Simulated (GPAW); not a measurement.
A run of GPAW 26.7.0:

File run.py:

```python
from ase import Atoms
from ase.dft.bandgap import bandgap
from ase.io import write
from ase.units import GPa
from gpaw import GPAW, PW, setup_paths

setup_paths.insert(0, '.')

atoms = Atoms(['Au', 'Au', 'Au', 'Ag'],
              cell=[[4.12163154, 0.0, 0.0],
                    [0.0, 4.12163154, 0.0],
                    [0.0, 0.0, 4.12163154]],
              scaled_positions=[[0.0, 0.0, 0.5],
                                [0.0, 0.5, 0.0],
                                [0.5, 0.0, 0.0],
                                [0.5, 0.5, 0.5]],
              pbc=True)

calc = GPAW(mode=PW(600),
            xc='PBEsol',
            kpts={'size': (7, 7, 7), 'gamma': True},
            occupations={'name': 'fermi-dirac', 'width': 0.05},
            nbands=46,
            convergence={'density': 1e-05, 'energy': 1e-05},
            maxiter=150,
            txt='gpaw.txt')
atoms.calc = calc
energy = atoms.get_potential_energy()
forces = atoms.get_forces()
stress = atoms.get_stress()
calc.write('gs.gpw')
write('result.traj', atoms)
print(f'Energy: {energy:.6f} eV')
print('Forces (eV/A):')
print(forces.round(4))
print('Stress (GPa):', (stress / GPa).round(3))
print('Fermi level:', round(calc.get_fermi_level(), 4), 'eV')
print(f'Gap: {bandgap(calc)[0]:.4f} eV, direct: {bandgap(calc, direct=True)[0]:.4f} eV')

path = atoms.cell.bandpath('GXMGRX,MR', npoints=60, eps=1e-4)
bs_calc = calc.fixed_density(kpts=path, symmetry='off', nbands=66,
                             convergence={'bands': 'CBM+6.0', 'eigenstates': 1e-6}, txt='bands.txt')
bs = bs_calc.band_structure()
bs.write('bs.json')
print(f'Gap on the path: {bandgap(bs_calc)[0]:.4f} eV')
```

Potentials or basis: PAW data sets generated in the run's folder for this functional, pw.

Launch:

```bash
$ gpaw-setup -f PBEsol Ag Au
$ OMP_NUM_THREADS=1 python run.py
```

Hardware: 1 thread of Intel(R) Xeon(R) Platinum 8488C (Sapphire Rapids), on a shared host.

How long does it take, and how much memory?

Wall time 88 s on 1 thread of Intel(R) Xeon(R) Platinum 8488C (Sapphire Rapids), with other jobs on the host, peak memory 0.42 GiB. Counts: scf iterations 15, plane waves 2353, bands 46, k points 20.
